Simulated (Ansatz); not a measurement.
# C2H6OSeSi: the cost of one run

Computed with Ansatz 0.2.0, Gaussian basis. Level: functionals in def2-TZVPP, the program's frozen cores in correlated methods.

Levels to be run: PBE-D4, r2SCAN-D4, PBE0-D4, B3LYP-D4, ωB97X-V, ωB97M-V, B2PLYP; CCSD(T)/def2-TZVPP; MP2/def2-QZVPP; extrapolation to the limit.

## (1) Structure used throughout

The geometry comes from an earlier relaxation with PBE0-D4 in a triple-zeta def2 set; it is a stationary point, not always the lowest conformer.

SMILES `C[Si]1([SeH])CO1`, 11 atoms, charge 0, spin multiplicity 1.

Atoms are counted from 1 here; the program's logs count them from 0.

Bond lengths: C1–Si2 1.850 Å, C1–H6 1.093 Å, C1–H7 1.092 Å, C1–H8 1.092 Å, Si2–Se3 2.260 Å, Si2–C4 1.802 Å, Si2–O5 1.653 Å, Se3–H9 1.468 Å, C4–O5 1.491 Å, C4–H10 1.088 Å, C4–H11 1.089 Å. Angles: Si2–C1–H6 110.5°, Si2–C1–H7 111.0°, Si2–C1–H8 109.5°, H6–C1–H7 108.3°, H6–C1–H8 108.6°, H7–C1–H8 108.9°, C1–Si2–Se3 109.2°, C1–Si2–C4 124.9°, C1–Si2–O5 118.7°, Se3–Si2–C4 122.8°, Se3–Si2–O5 118.0°, C4–Si2–O5 50.9°, Si2–Se3–H9 92.1°, Si2–C4–O5 59.4°, Si2–C4–H10 122.0°, Si2–C4–H11 123.1°, O5–C4–H10 112.4°, O5–C4–H11 112.5° and more.

## (2) PBE-D4 (GGA)

Contents of in.yaml:

```yaml
crystal:
  periodic: [false, false, false]
  atoms:
    - {symbol: C, position_ang: [-1.716787, 0.329464, 0.165643]}
    - {symbol: Si, position_ang: [0.100989, -0.007032, 0.235918]}
    - {symbol: Se, position_ang: [0.612225, -0.911229, 2.242948]}
    - {symbol: C, position_ang: [1.179053, -0.147423, -1.201322]}
    - {symbol: O, position_ang: [1.141015, 1.109346, -0.400147]}
    - {symbol: H, position_ang: [-2.004598, 1.040656, 0.943533]}
    - {symbol: H, position_ang: [-2.290280, -0.588476, 0.311157]}
    - {symbol: H, position_ang: [-1.971721, 0.755406, -0.806559]}
    - {symbol: H, position_ang: [2.037735, -0.993812, 1.901859]}
    - {symbol: H, position_ang: [2.146665, -0.643252, -1.150061]}
    - {symbol: H, position_ang: [0.830905, -0.000546, -2.222371]}
basis:
  gaussian: {orbitals: def2-TZVPP}
hamiltonian: {xc: pbe, dispersion: d4}
output: {forces: true, orbitals: {seedname: orbitals}}
```

The run is started by

```sh
> ansatz run in.yaml --threads 4 --pin off --events-out ev --progress --plain --max-ram 10444MiB
```

Q: Estimate wall time and peak memory on 4 threads of Intel Xeon at 2.50GHz, shared host.

About 14 s, with a peak of 0.39 GiB.
